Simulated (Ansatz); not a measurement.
# SnSe: pressure up to the limit of the methods

An exercise on one series of results from a longer session: the logs are not shown, and one member is left open.

Computed with Ansatz 0.2.0 (DFT PBEsol, with the methods named in each step, unless a step's input says otherwise).

1 further run of the same task is left out (it didn't finish). Runs told in other sessions of the task aren't counted.

**The starting structure**

The structure is cubic, space group F-43m (No. 216). The conventional cell has a = 6.109 Å, b = 6.109 Å, c = 6.109 Å, α = 90.00°, β = 90.00°, γ = 90.00°. Sn (site symmetry -43m) is surrounded by 4 Se at 2.65 Å. Se (site symmetry -43m) is surrounded by 4 Sn at 2.65 Å.

As a file:

```
Sn Se
1.0
     0.00000    3.05467    3.05467
     3.05467    0.00000    3.05467
     3.05467    3.05467    0.00000
Sn Se
1 1
Direct
  0.00000 0.00000 0.00000
  0.25000 0.25000 0.25000
```

Whether this phase is the stable one at these pressures isn't tested.

Atoms are numbered in the order of the input: Sn1, Se2.

The first run:

input.yaml reads:

```yaml
crystal:
  lattice:
    - [0.0, 3.0546685047, 3.0546685047]
    - [3.0546685047, 0.0, 3.0546685047]
    - [3.0546685047, 3.0546685047, 0.0]
  atoms:
    - { symbol: Sn, position: [0.0, 0.0, 0.0] }
    - { symbol: Se, position: [0.25, 0.25, 0.25] }
kpoints:
  mp_grid: { grid: [12, 12, 12] }
scf:
  occupations: { method: fermi_dirac, width: 0.08 }
hamiltonian:
  xc: pbesol
  pseudopotentials: { kind: paw }
output:
  forces: true
  stress: true
relax:
  f_tol: 0.005
  max_steps: 40
  cell: {}
```

Launch:

```bash
$ ansatz run input.yaml --threads 1 --pin off --max-ram 2048MiB --backend cpu --events-out ev --progress --plain --runs-dir out
```

Steps of the session up to this table: Cell relaxed at zero pressure, PAW; Volume scaled by 1, PAW; Volume scaled by 0.94, PAW; Volume scaled by 0.94, PAW (core large); Volume scaled by 0.88, PAW; Volume scaled by 0.88, PAW (core large); Volume scaled by 0.8, PAW; Volume scaled by 0.72, PAW; Volume scaled by 0.72, PAW (partial_waves polarizable); Volume scaled by 0.64, PAW; Volume scaled by 0.55, PAW; Volume scaled by 0.55, PAW (cutoff 1000 eV).

One of the session's tables, all rows but one given; the rest of the session is left out.

| method | volume over the first | volume (Å³/atom) | pressure (GPa) |
| --- | --- | --- | --- |
| PAW | 1 | ? | ? |
| PAW | 0.94 | 34.577 | 2.22 |
| PAW | 0.88 | 32.370 | 5.10 |
| PAW | 0.8 | 29.427 | 10.63 |
| PAW | 0.72 | 26.484 | 19.28 |
| PAW | 0.64 | 23.542 | 33.21 |
| PAW | 0.55 | 20.231 | 61.50 |
| PAW (core large) | 0.94 | 34.577 | 2.23 |
| PAW (core large) | 0.88 | 32.370 | 5.12 |
| PAW (cutoff 1000 eV) | 0.55 | 20.231 | 61.47 |
| PAW (partial_waves polarizable) | 0.72 | 26.484 | 19.28 |

Q: Estimate the row for PAW, 1 from the others.

As computed: volume (Å³/atom): 36.784; pressure (GPa): 0.01. In the column «volume (Å³/atom)» it is the highest.

Limits of these values: Warnings in the runs' records: datasets by core.
